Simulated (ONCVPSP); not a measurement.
# Pseudopotential generation for silver: ONCV, PBE

Aim: build the potential from the settings below, then test how well it stands in for the atom: other configurations, scattering, ghost states and the plane-wave cutoff that it needs.

Program: ONCVPSP 4.0.1. Reference atom: PBE, fully relativistic, spherical and spin-unpolarised. All values are calculated.

### Step 1. Starting point

The settings as typed:

```
element                 : silver (Ag, Z = 47)
type                    : optimised norm-conserving Vanderbilt (ONCV)
frozen core             : [Ar] 3d10
valence charge          : 19
reference configuration : 4s2 4p6 4d10 5s1
partial waves           : 4s+5s: rc 1.40 bohr, ncon 4, nbas 7, qcut 10.6 1/bohr, 2 projectors; 4p: rc 1.15 bohr, ncon 4, nbas 8, qcut 7.1 1/bohr, 2 projectors, debl 3.9 Ha; 4d: rc 1.55 bohr, ncon 4, nbas 9, qcut 9.5 1/bohr, 2 projectors, debl 1.4 Ha; f scattering state at 0.44 Ha: rc 1.20 bohr, ncon 4, nbas 8, qcut 10.1 1/bohr, 2 projectors, debl 3.9 Ha
local potential         : polynomial inside 1.10 bohr (lpopt 5, dvloc0 0 Ha)
core correction         : polynomial model core, fcfact 0.4
```

The outer shells as boxes (Hund's rule for the drawing; the calculation is spin-unpolarised):

```
[Ar] core
3d [↑↓][↑↓][↑↓][↑↓][↑↓]
4s [↑↓]
4p [↑↓][↑↓][↑↓]
4d [↑↓][↑↓][↑↓][↑↓][↑↓]
5s [↑ ]
```

The nodes and maxima of the atom's own shells, from an earlier all-electron run, set the scale for the radii.

All-electron outer shells of the reference configuration (PBE, scalar-relativistic, ld1.x):

| shell | level (eV) | outermost node (bohr) | outermost maximum (bohr) |
| --- | --- | --- | --- |
| 3d | -358.48 | – | 0.27 |
| 4s | -95.05 | 0.44 | 0.82 |
| 4p | -58.57 | 0.44 | 0.87 |
| 4d | -7.44 | 0.43 | 1.04 |
| 5s | -4.40 | 1.11 | 2.49 |
| 5p | -0.74 | 1.25 | 3.86 |

### Step 2. Generation

Ag.dat reads:

```
# ATOM AND REFERENCE CONFIGURATION
# atsym  z   nc   nv     iexc    psfile
  Ag 47.00    6    4        4      upf
#
#   n    l    f
    1    0    2.00
    2    0    2.00
    2    1    6.00
    3    0    2.00
    3    1    6.00
    3    2   10.00
    4    0    2.00
    4    1    6.00
    4    2   10.00
    5    0    1.00
#
# PSEUDOPOTENTIAL AND OPTIMIZATION
# lmax
    3
#
#   l,   rc,      ep,       ncon, nbas, qcut
    0    1.40    0.00    4    7   10.60
    1    1.15    0.00    4    8    7.10
    2    1.55    0.00    4    9    9.50
    3    1.20    0.44    4    8   10.10
#
# LOCAL POTENTIAL
# lloc, lpopt,  rc(5),   dvloc0
    4    5    1.10    0.00
#
# VANDERBILT-KLEINMAN-BYLANDER PROJECTORs
# l, nproj, debl
    0    2    2.60
    1    2    3.90
    2    2    1.40
    3    2    3.90
#
# MODEL CORE CHARGE
# icmod, fcfact, rcfact
    1    0.40    0.00
#
# LOG DERIVATIVE ANALYSIS
# epsh1, epsh2, depsh
   -5.00    5.00    0.04
#
# OUTPUT GRID
# rlmax, drl
    6.00    0.01
#
# TEST CONFIGURATIONS
# ncnf
    4
# nvcnf
#   n    l    f
    4
    4    0    2.00
    4    1    6.00
    4    2   10.00
    5    0    0.00
#
    4
    4    0    2.00
    4    1    6.00
    4    2    9.00
    5    0    0.00
#
    4
    4    0    2.00
    4    1    6.00
    4    2    8.00
    5    0    0.00
#
    4
    4    0    2.00
    4    1    6.00
    4    2   10.00
    5    0    0.50
#
```

Command:

```bash
$ oncvpspr.x < Ag.dat > Ag.out
```

Before running it: what results should come out? Wanted: cutoffs for 1 and 0.1 mHa per electron, occupied waves; bound ghosts; GHOST(+) flags; largest test error; largest phase difference near zero energy, channels read; rms error of d²Exc/dn², without and with the model core.

**Answer**, as computed:

| quantity | value |
| --- | --- |
| cutoffs for 1 and 0.1 mHa per electron, occupied waves | 90 Ha and 153 Ha |
| bound ghosts | none found |
| GHOST(+) flags | s at 343 eV |
| largest test error (AE − PS) | +5.4 meV, for 4s2 4p6 4d8 5s0 |
| largest phase difference near zero energy, channels read | 0.000 rad |
| rms error of d²Exc/dn², without and with the model core | 6.32 and 4.13 mHa |

**Reading.** By total energies transferability is good: the largest error is 5.4 meV on 66.1 eV, for 4s2 4p6 4d8 5s0. It counts as very hard, with 90 Ha needed at the looser tolerance. At the looser tolerance the 4p wave is the slowest; 4s needs 35 Ha. The program's ghost test flags no bound state. Near zero energy the phases of the channels with partial waves agree within 0.001 rad. The program also flags highly localised states, GHOST(+) (s).
